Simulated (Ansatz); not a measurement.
# GdO: energy and pressure over a range of volumes

Aim: scale the cell of GdO up and down at fixed shape and fractional positions, and get the equilibrium volume and bulk modulus with LAPW, PAW and all-electron datasets made for the crystal.

Computed with Ansatz 0.2.0 (DFT PBEsol, scalar-relativistic, unless a step's input says otherwise).

**1. The structure to begin with**

The structure is cubic, space group F-43m (No. 216). Conventional cell: a = 5.392 Å, b = 5.392 Å, c = 5.392 Å, α = 90.00°, β = 90.00°, γ = 90.00°. Gd (site symmetry -43m) is surrounded by 4 O at 2.33 Å. Around O (site symmetry -43m) lie 4 Gd at 2.33 Å.

As a file:

```
Gd O
1.0
     0.00000    2.69613    2.69613
     2.69613    0.00000    2.69613
     2.69613    2.69613    0.00000
Gd O
1 1
Direct
  0.00000 0.00000 0.00000
  0.75000 0.75000 0.75000
```

Structure from a Materials Project entry, not relaxed further.

Atoms are numbered in the order of the input: Gd1, O2.

**2. Volume × 0.9405, LAPW**

input.yaml reads:

```yaml
crystal:
  lattice:
    - [0.0, 2.64156361, 2.64156361]
    - [2.64156361, 0.0, 2.64156361]
    - [2.64156361, 2.64156361, 0.0]
  atoms:
    - { symbol: Gd, position: [0.0, 0.0, 0.0], spin: 7.0 }
    - { symbol: O, position: [0.75, 0.75, 0.75] }
magnetization:
  spin_polarized: true
kpoints:
  mp_grid: { grid: [13, 13, 13] }
scf:
  occupations: { method: fermi_dirac, width: 0.08 }
hamiltonian:
  xc: pbesol
  pseudopotentials: { kind: all_electron, lapw: { basis_error: 0.001 } }
output:
  forces: true
  stress: true
  eigenvalues: true
```

Started as:

```console
$ ansatz run input.yaml --threads 1 --pin off --max-ram 3072MiB --backend cpu --events-out ev --progress --plain --runs-dir out
```

**3. Volume × 0.9405, PAW**

input.yaml, as its differences from that of step 2:

```diff
@@ -16,3 +16,3 @@
   xc: pbesol
-  pseudopotentials: { kind: all_electron, lapw: { basis_error: 0.001 } }
+  pseudopotentials: { kind: paw }
 output:
@@ -21 +21,2 @@
   eigenvalues: true
+  efg: { contact_densities: true }
```

**4. Volume × 0.9405, crystal datasets**

input.yaml, as its differences from that of step 3:

```diff
@@ -16,3 +16,3 @@
   xc: pbesol
-  pseudopotentials: { kind: paw }
+  pseudopotentials: { kind: all_electron, datasets: crystal }
 output:
```

**5. Volume × 0.97, LAPW**

input.yaml reads:

```yaml
crystal:
  lattice:
    - [0.0, 2.6688984612, 2.6688984612]
    - [2.6688984612, 0.0, 2.6688984612]
    - [2.6688984612, 2.6688984612, 0.0]
  atoms:
    - { symbol: Gd, position: [0.0, 0.0, 0.0], spin: 7.0 }
    - { symbol: O, position: [0.75, 0.75, 0.75] }
magnetization:
  spin_polarized: true
kpoints:
  mp_grid: { grid: [13, 13, 13] }
scf:
  occupations: { method: fermi_dirac, width: 0.08 }
hamiltonian:
  xc: pbesol
  pseudopotentials: { kind: all_electron, lapw: { basis_error: 0.001 } }
output:
  forces: true
  stress: true
  eigenvalues: true
```

**6. Volume × 0.97, PAW**

input.yaml, as its differences from that of step 5:

```diff
@@ -16,3 +16,3 @@
   xc: pbesol
-  pseudopotentials: { kind: all_electron, lapw: { basis_error: 0.001 } }
+  pseudopotentials: { kind: paw }
 output:
@@ -21 +21,2 @@
   eigenvalues: true
+  efg: { contact_densities: true }
```

**7. Volume × 1.03, LAPW**

input.yaml reads:

```yaml
crystal:
  lattice:
    - [0.0, 2.7228301322, 2.7228301322]
    - [2.7228301322, 0.0, 2.7228301322]
    - [2.7228301322, 2.7228301322, 0.0]
  atoms:
    - { symbol: Gd, position: [0.0, 0.0, 0.0], spin: 7.0 }
    - { symbol: O, position: [0.75, 0.75, 0.75] }
magnetization:
  spin_polarized: true
kpoints:
  mp_grid: { grid: [13, 13, 13] }
scf:
  occupations: { method: fermi_dirac, width: 0.08 }
hamiltonian:
  xc: pbesol
  pseudopotentials: { kind: all_electron, lapw: { basis_error: 0.001 } }
output:
  forces: true
  stress: true
  eigenvalues: true
```

**8. Volume × 1.03, PAW**

input.yaml, as its differences from that of step 7:

```diff
@@ -16,3 +16,3 @@
   xc: pbesol
-  pseudopotentials: { kind: all_electron, lapw: { basis_error: 0.001 } }
+  pseudopotentials: { kind: paw }
 output:
@@ -21 +21,2 @@
   eigenvalues: true
+  efg: { contact_densities: true }
```

**9. Volume × 1.06, LAPW**

input.yaml reads:

```yaml
crystal:
  lattice:
    - [0.0, 2.7490127974, 2.7490127974]
    - [2.7490127974, 0.0, 2.7490127974]
    - [2.7490127974, 2.7490127974, 0.0]
  atoms:
    - { symbol: Gd, position: [0.0, 0.0, 0.0], spin: 7.0 }
    - { symbol: O, position: [0.75, 0.75, 0.75] }
magnetization:
  spin_polarized: true
kpoints:
  mp_grid: { grid: [13, 13, 13] }
scf:
  occupations: { method: fermi_dirac, width: 0.08 }
hamiltonian:
  xc: pbesol
  pseudopotentials: { kind: all_electron, lapw: { basis_error: 0.001 } }
output:
  forces: true
  stress: true
  eigenvalues: true
```

**10. Volume × 1.06, PAW**

input.yaml, as its differences from that of step 9:

```diff
@@ -16,3 +16,3 @@
   xc: pbesol
-  pseudopotentials: { kind: all_electron, lapw: { basis_error: 0.001 } }
+  pseudopotentials: { kind: paw }
 output:
@@ -21 +21,2 @@
   eigenvalues: true
+  efg: { contact_densities: true }
```

**11. Volume × 1.06, crystal datasets**

input.yaml, as its differences from that of step 10:

```diff
@@ -16,3 +16,3 @@
   xc: pbesol
-  pseudopotentials: { kind: paw }
+  pseudopotentials: { kind: all_electron, datasets: crystal }
 output:
```

(Steps that only read results are left out.)

Q: Predict the outcome of this session. Wanted: equilibrium volume; bulk modulus (for each run or level that gives them).

**Answer**, as computed:

```
                      quantity           value
     equilibrium volume (LAPW)  18.771 Å³/atom
           bulk modulus (LAPW)         102 GPa
its pressure derivative (LAPW)             4.2
      equilibrium volume (PAW)  18.769 Å³/atom
            bulk modulus (PAW)         102 GPa
 its pressure derivative (PAW)             4.2
```

A third-order Birch-Murnaghan fit to the LAPW pressures puts zero pressure at 18.77 Å³/atom, -4.2 % from the given cell, with a bulk modulus of 102 GPa. PAW's volume lies -0.01 % and its modulus less than 0.1 % from LAPW's. The moment on Gd1 goes from 6.98 to 6.99 μB as the cell expands. No thermal or zero-point expansion is included. No U acts on the open f shell, so these are results of the method and may differ from the real material's. The magnetic state is the one reached from the start moments in this cell; it needn't be the ground state. Spin-orbit coupling is left out, though the cell holds Gd; in elements this heavy it can shift bands and gaps by tenths of an eV. With one magnetic atom in the cell only ferromagnetic order fits; the real order can differ.
